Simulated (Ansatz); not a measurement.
**One shape, several levels: BF3 (boron trifluoride)**

We compute a comparison of 6 runs (UHF/STO-3G, BHLYP/STO-3G, revPBE/STO-3G, RPA@PBE/STO-3G, UMP2/STO-3G, UCCSD(T)/STO-3G) of BF3 (boron trifluoride). 

The calculation is run with Ansatz 0.2.0.

43 further runs of the same task are left out: 4 that didn't finish, 39 set aside as unsound or not needed.

**1. The molecule**

The species is BF3 (4 atoms), meant as a singlet with charge 0. SMILES: `FB(F)F`. The B2–F1 distance was set to 2.622 Å, away from the relaxed value. At this shape a bond of the SMILES string is far longer than usual.

Bond lengths: B2–F3 1.311 Å, B2–F4 1.311 Å. Angles: F3–B2–F4 120.0°.

**2. The energy at UHF/STO-3G (run 1)**

Contents of job.yaml:

```yaml
crystal:
  periodic: [false, false, false]
  atoms:
    - {symbol: F, position_ang: [1.087726, 0.421482, 2.348564]}
    - {symbol: B, position_ang: [0.000020, -0.000000, 0.000010]}
    - {symbol: F, position_ang: [-0.265170, -1.223510, -0.389620]}
    - {symbol: F, position_ang: [-0.278730, 1.012770, -0.784660]}
basis:
  gaussian:
    orbitals: STO-3G
magnetization:
  spin_polarized: true
hamiltonian:
  xc: hf
accuracy: high
```

The run is started by

```console
$ ansatz run job.yaml --threads 1 --pin off --max-ram 3480MiB --events-out events.jsonl --progress --plain --runs-dir runs
```

Output:

```text
Warning: RAYON_NUM_THREADS=1 ignored (pool sized by the plan → 1); use --threads N
Functional definition: HF
  name "HF"
  exchange = exact_x
  correlation = 0
335 factors; integrals over basis functions are off by at most 3.2e-8 eV
mean field evaluation 1: about -8652.7428 eV, gradient 2.0e1 eV
mean field evaluation 2: about -8652.7770 eV, gradient 2.0e1 eV
mean field evaluation 4: about -8657.9500 eV, gradient 1.1e1 eV
mean field evaluation 8: about -8661.1225 eV, gradient 1.5e0 eV
mean field evaluation 16: about -8661.1443 eV, gradient 5.0e-2 eV
mean field evaluation 32: about -8661.1444 eV, gradient 3.8e-8 eV
mean field evaluation 64: about -8665.8766 eV, gradient 1.7e-1 eV
mean field evaluation 96: about -8665.8742 eV, gradient 1.8e-1 eV
mean field evaluation 128: about -8665.7878 eV, gradient 4.7e-1 eV
mean field evaluation 160: about -8655.1771 eV, gradient 4.0e0 eV
mean field evaluation 192: about -8661.1444 eV, gradient 7.8e-7 eV
mean field -8665.95998654 eV, -318.4681555068 hartree, gradient 2.3e-8 eV, S^2 0.970742; 8 other end points of the search recorded, 0 dependent functions left out
reference -8665.95998654 eV, -318.4681555068 hartree; 16, 16 occupied and 4, 4 virtual orbitals, 335 factors
Total energy: -8665.95998654 eV, -318.4681555068 hartree
```

Wall time 0.34 s (1 thread of Arm Neoverse V1, shared host).

**3. A single-point energy at BHLYP/STO-3G (run 2)**

Changes to job.yaml since step 2:

```diff
@@ -10,6 +10,5 @@
     orbitals: STO-3G
-magnetization:
-  spin_polarized: true
+total_charge: 0
 hamiltonian:
-  xc: hf
+  xc: {name: BHLYP}
 accuracy: high
```

The run is started by

```console
$ ansatz run job.yaml --threads 1 --pin off --max-ram 3480MiB --events-out events.jsonl --progress --plain --runs-dir runs
```

Output:

```text
Warning: RAYON_NUM_THREADS=1 ignored (pool sized by the plan → 1); use --threads N
Functional definition: BHLYP
  name "BHLYP"
  parameter a = 0.5
  exchange = (1 - a)*b88_x + a*exact_x
  correlation = lyp_c
335 factors; integrals over basis functions are off by at most 3.2e-8 eV
mean field evaluation 1: about -8685.0325 eV, gradient 2.5e1 eV
mean field evaluation 2: about -8558.8671 eV, gradient 7.6e1 eV
mean field evaluation 4: about -8693.5136 eV, gradient 6.9e0 eV
mean field evaluation 8: about -8693.8168 eV, gradient 2.0e-1 eV
mean field evaluation 16: about -8693.8308 eV, gradient 2.6e-4 eV
mean field -8693.83077509 eV, -319.4923880946 hartree, gradient 3.6e-8 eV, S^2 0.000000; 0 other end points of the search recorded, 0 dependent functions left out
reference -8693.83078837 eV, -319.4923885825 hartree; 16, 16 occupied and 4, 4 virtual orbitals, 335 factors
Total energy: -8693.83078837 eV, -319.4923885825 hartree
```

Run time: 0.91 s. Hardware: 1 thread of Arm Neoverse V1, shared host; peak memory 0.091 GiB.

Runs 3 to 5 aren't shown in full; the table further down has their settings and results.

**4. A single-point energy at UCCSD(T)/STO-3G (run 6)**

Changes to job.yaml since step 3:

```diff
@@ -10,5 +10,9 @@
     orbitals: STO-3G
-total_charge: 0
-hamiltonian:
-  xc: {name: BHLYP}
+magnetization:
+  spin_polarized: true
+correlation:
+  method: ccsd_t
+  frozen_orbitals: {B: 1, F: 1}
 accuracy: high
+scf:
+  omitted_lower_state_checks: [cluster_reference, increment]
```

The run is started by

```console
$ ansatz run job.yaml --threads 1 --pin off --max-ram 3480MiB --events-out events.jsonl --progress --plain --runs-dir runs
```

Output:

```text
Warning: RAYON_NUM_THREADS=1 ignored (pool sized by the plan → 1); use --threads N
[... 17 lines left out ...]
4 core orbitals not correlated: weight in the atoms' cores, before any rotation towards them, 1.000 or more for the frozen orbitals, at most 0.000 for the correlated occupied ones
[... 55 lines left out ...]
Total energy: -8668.54452612 eV, -318.5631355846 hartree
Checks for a lower state left out: cluster_reference, increment
```

Run time: 0.87 s. Hardware: 1 thread of Arm Neoverse V1, shared host.

**5. Overview of the runs**

```
run            level  frozen core orbitals  energy (Eh)  wall time
  1       UHF/STO-3G                     –  -318.468156     0.34 s
  2     BHLYP/STO-3G                     –  -319.492389     0.91 s
  3    revPBE/STO-3G                     –  -319.553461      1.1 s
  4   RPA@PBE/STO-3G                     4  -318.638251      1.6 s
  5      UMP2/STO-3G                     4  -318.540539     0.44 s
  6  UCCSD(T)/STO-3G                     4  -318.563136     0.87 s
```

**6. Results**

```
                                          quantity          value
                               run 6: total energy  -318.56314 Eh
run 6: correlation energy (4 core orbitals frozen)      -95.0 mEh
                             run 6: (T) correction      -8.95 mEh
          run 6: ⟨S²⟩ of the reference determinant          0.971
                              run 6: T1 diagnostic          0.020
```

In words: Below the UHF energy at the same shape and in the same basis (STO-3G): UMP2 -72.4 mEh; UCCSD(T) -95.0 mEh. Totals of different functionals can't be ranked against each other. In run 4 the log says that unrestricted orbitals would lower the reference, so the values rest on an unstable closed-shell determinant (other closed-shell runs at this shape may share the fault). In runs 1, 2, 3, 4, 5, 6 the basis is minimal, so the values are rough. Spin contamination of the reference: run 1 ⟨S²⟩ = 0.97, run 5 ⟨S²⟩ = 0.97, run 6 ⟨S²⟩ = 0.97. Where it is this large, the reference is a mixture of spin states, and values that rest on it are in doubt. All runs together took 5.2 s, the longest 1.6 s.
